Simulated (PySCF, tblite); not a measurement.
**heptafluoropropyl methyl ether (C4H3F7O): geometry, infrared bands, NMR shifts, spin-spin couplings and electronic excitations**

What infrared bands, NMR shifts, spin-spin couplings and electronic excitations should heptafluoropropyl methyl ether (C4H3F7O) (`COC(F)(F)C(F)(F)C(F)(F)F`) show?

The runs use tblite 0.8.0 and PySCF 2.14.0, with density-fitted response routines of our own; the level of theory stands in each step. All values are computed, except where a source is named. Atoms count from 0, in the outputs and in this text.

**1. The starting structure**

15 atoms, charge 0, multiplicity 1; geometry from: force field or distance geometry start.

Bonds of the start (Å): C0–O1 1.39, O1–C2 1.37, C2–F3 1.39, C2–F4 1.38, C2–C5 1.55, C5–F6 1.39, C5–F7 1.39, C5–C8 1.50, C8–F9 1.39, C8–F10 1.39, C8–F11 1.39, C0–H12 1.09, C0–H13 1.13, C0–H14 1.09.

**2. Relaxing the molecule with GFN2-xTB**

What the job is given:

```
{"job": {"kind": "relax", "xc": "GFN2-xTB", "basis": "xTB"}, "charge": 0, "multiplicity": 1}
C      2.260000    -0.191000     0.483100
O      0.955900     0.250500     0.325800
C      0.213100    -0.409900    -0.611100
F      0.772700    -0.274900    -1.875500
F     -0.118600    -1.706700    -0.293700
C     -1.119400     0.372000    -0.718100
F     -1.923000    -0.239400    -1.668500
F     -0.840500     1.685600    -1.068900
C     -1.874700     0.321400     0.581000
F     -2.197900    -0.983000     0.942800
F     -1.119900     0.801500     1.646300
F     -2.987500     1.143400     0.495900
H      2.872500    -0.105700    -0.415800
H      2.729100     0.521800     1.221400
H      2.373900    -1.177500     0.933400
```

Launch:

```bash
$ OMP_NUM_THREADS=2 python probes_run.py task.json out
```

This one command runs all jobs of the session in turn.

**Question.** This job is followed by: GFN2-xTB harmonic vibrations, gas phase; PBE0-D3(BJ)/def2-SVP geometry optimisation, gas phase; GIAO PBE0/pcSseg-1 NMR shielding, non-relativistic, gas phase; B3LYP/pcJ-1 indirect spin-spin coupling, non-relativistic, gas phase; TDDFT B3LYP/def2-SVPD, vertical, gas phase, core orbitals frozen in the response; GIAO KT3/pcSseg-2 NMR shielding, non-relativistic, gas phase. Predict these results of the whole session: strongest single infrared mode (GFN2-xTB); zero-point energy (GFN2-xTB); point group; rotational constants (main isotopes); 13C shifts against TMS (PBE0/pcSseg-1); 1H shifts against TMS (PBE0/pcSseg-1, means over atoms taken as alike); 17O shifts against H2O (PBE0/pcSseg-1); 19F shifts against CFCl3 (PBE0/pcSseg-1, means over atoms taken as alike); largest coupling of the table (B3LYP/pcJ-1); lowest singlet (B3LYP/def2-SVPD); brightest single state of those computed; lowest triplet; range of the shift of F9 (with its like atoms).

The runs gave:

| quantity | value |
| --- | --- |
| strongest single infrared mode (GFN2-xTB) | 1123 cm⁻¹, 274 km/mol |
| zero-point energy (GFN2-xTB) | 47.9 kcal/mol |
| point group | C1 |
| rotational constants (main isotopes) | 1.42, 0.80, 0.72 GHz |
| 13C shifts against TMS (PBE0/pcSseg-1) | 123.6, 121.2, 110.9, 49.7 ppm |
| 1H shifts against TMS (PBE0/pcSseg-1, means over atoms taken as alike) | 3.72 ppm |
| 17O shifts against H2O (PBE0/pcSseg-1) | 82.5 ppm |
| 19F shifts against CFCl3 (PBE0/pcSseg-1, means over atoms taken as alike) | -93.7, -109.9, -146.4 ppm |
| largest coupling of the table (B3LYP/pcJ-1) | 1J(C,F) C8–F9, -356.1 Hz (mean over like pairs) |
| lowest singlet (B3LYP/def2-SVPD) | 8.66 eV (143 nm), f = 0.010 |
| brightest single state of those computed | state 3, 9.41 eV, f = 0.034 |
| lowest triplet | 8.51 eV |
| range of the shift of F9 (with its like atoms) | -109.6 to -93.7 ppm |

What this shows: Relaxing lowered the energy by 0.710 eV in 56 steps; the close pair that moved most is C8–F9, from 1.392 to 1.329 Å (GFN2-xTB). The lowest mode is slightly imaginary (19i cm⁻¹), a soft motion within the noise of the Hessian, so the minimum is not strictly shown. GFN2-xTB is a fitted tight-binding method: band positions and strengths are rough. Its intensities can rank the bands wrongly. The start of the PBE0/def2-SVP relaxation was shaken at random by about 0.01 Å, so part of the energy gained, and of the first lengths quoted, undoes that. Over 14 steps the energy fell by 0.151 eV; of the close pairs, C0–O1 changed most, 1.473 to 1.422 Å (PBE0/def2-SVP). No frequency check was run at this level, so the end point may be a saddle. In the run at B3LYP/pcJ-1, the largest coupling of the table is C8–F9 (mean over like pairs), -356.1 Hz, of which the Fermi-contact term gives -327.3 Hz. Couplings across rotatable bonds belong to this one conformer; where others are populated, the observed values are averages. Density functionals describe couplings to fluorine poorly, F–F couplings above all, so those rows are rough. The first singlet state (HOMO→LUMO 0.98) lies at 8.66 eV and is weak; of the 10 states computed, the strongest absorption comes from state 3 at 9.41 eV. The lowest triplet lies 0.15 eV below the lowest singlet (triplets in Tamm-Dancoff, singlets in full TDDFT). Across the 2 runs the shift of F9 (with its like atoms) moves most, between -109.6 (KT3/pcSseg-2) and -93.7 ppm (PBE0/pcSseg-1). These values are for one conformer; the search (at its own cheap level) found 2 more, at 0.27, 0.28 kcal/mol, and measured spectra average over such forms.
